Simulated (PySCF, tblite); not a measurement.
# C₇H₁₄N₂: infrared bands and NMR shifts

Wanted: the infrared bands and NMR shifts of C₇H₁₄N₂ (`CNN(C1CC1)C1CC1`), by calculation.

Computed with tblite 0.8.0 and PySCF 2.14.0, with density-fitted response routines of our own, on a single molecule in the gas phase. Atoms count from 0, in the outputs and in this text.

### Step 1. The starting structure

23 atoms, charge 0, multiplicity 1; geometry from: GFN2-xTB.

Bonds of the start (Å): C0–N1 1.45, N1–N2 1.42, N2–C3 1.44, C3–C4 1.50, C4–C5 1.50, N2–C6 1.44, C6–C7 1.50, C7–C8 1.50, C5–C3 1.50, C8–C6 1.50, C0–H9 1.09, C0–H10 1.10, C0–H11 1.09, N1–H12 1.03, C3–H13 1.10, C4–H14 1.08, C4–H15 1.08, C5–H16 1.08, C5–H17 1.08, C6–H18 1.09, C7–H19 1.08, C7–H20 1.08, C8–H21 1.08, C8–H22 1.08.

### Step 2. Harmonic vibrations with GFN2-xTB

Job settings and geometry (Å):

```
{"job": {"kind": "ir", "xc": "GFN2-xTB", "basis": "xTB"}, "charge": 0, "multiplicity": 1}
C     -1.814797    -1.765758     0.008450
N     -0.623653    -1.339058    -0.693990
N     -0.009484    -0.211943    -0.090813
C     -0.656148     1.033351    -0.399371
C     -0.358014     2.232014     0.447014
C     -1.694300     1.563396     0.545310
C      1.392686    -0.189791    -0.400276
C      2.233126    -1.316761     0.111712
C      2.352989     0.041171     0.729069
H     -2.128288    -2.719756    -0.413021
H     -2.651947    -1.058308    -0.053832
H     -1.553874    -1.907904     1.055298
H     -0.843048    -1.159780    -1.679899
H     -0.819416     1.211683    -1.469041
H     -0.289252     3.193590    -0.038082
H      0.327690     2.102835     1.267731
H     -2.560351     2.061493     0.135547
H     -1.893543     0.989137     1.436047
H      1.653530     0.227133    -1.375615
H      3.033170    -1.680858    -0.513470
H      1.725780    -2.082495     0.674460
H      3.237617     0.629057     0.537505
H      1.934774     0.174539     1.713731
```

**Question.** This job is followed by: GIAO PBE0/pcSseg-1 NMR shielding, non-relativistic, gas phase. Predict these results of the whole session: strongest single infrared mode (GFN2-xTB); zero-point energy (GFN2-xTB); 13C shifts against TMS (PBE0/pcSseg-1, means over atoms taken as alike); 1H shifts against TMS (PBE0/pcSseg-1, means over atoms taken as alike); 15N shifts against NH3 (PBE0/pcSseg-1).

**Answer**, as computed:

| quantity | value |
| --- | --- |
| strongest single infrared mode (GFN2-xTB) | 2911 cm⁻¹, 99 km/mol |
| zero-point energy (GFN2-xTB) | 126.1 kcal/mol |
| 13C shifts against TMS (PBE0/pcSseg-1, means over atoms taken as alike) | 41.5, 40.9, 8.7 ppm |
| 1H shifts against TMS (PBE0/pcSseg-1, means over atoms taken as alike) | 2.82, 1.79, 1.74, 0.55, 0.47 ppm |
| 15N shifts against NH3 (PBE0/pcSseg-1) | 129.1, 118.0 ppm |

What this shows: No mode is imaginary among the 63: a minimum at this level. The strongest single mode, at 2911 cm⁻¹, moves mainly H18. GFN2-xTB is a fitted tight-binding method: band positions and strengths are rough. Its intensities can rank the bands wrongly. The most deshielded hydrogen is H9, H10, H11 (mean) (hydrogen on a methyl carbon bonded to N), at 2.82 ppm: its carbon carries N, hence the downfield position. At PBE0/pcSseg-1: The widest tensor belongs to N1: span 145 ppm, with a paramagnetic part of -169 ppm.
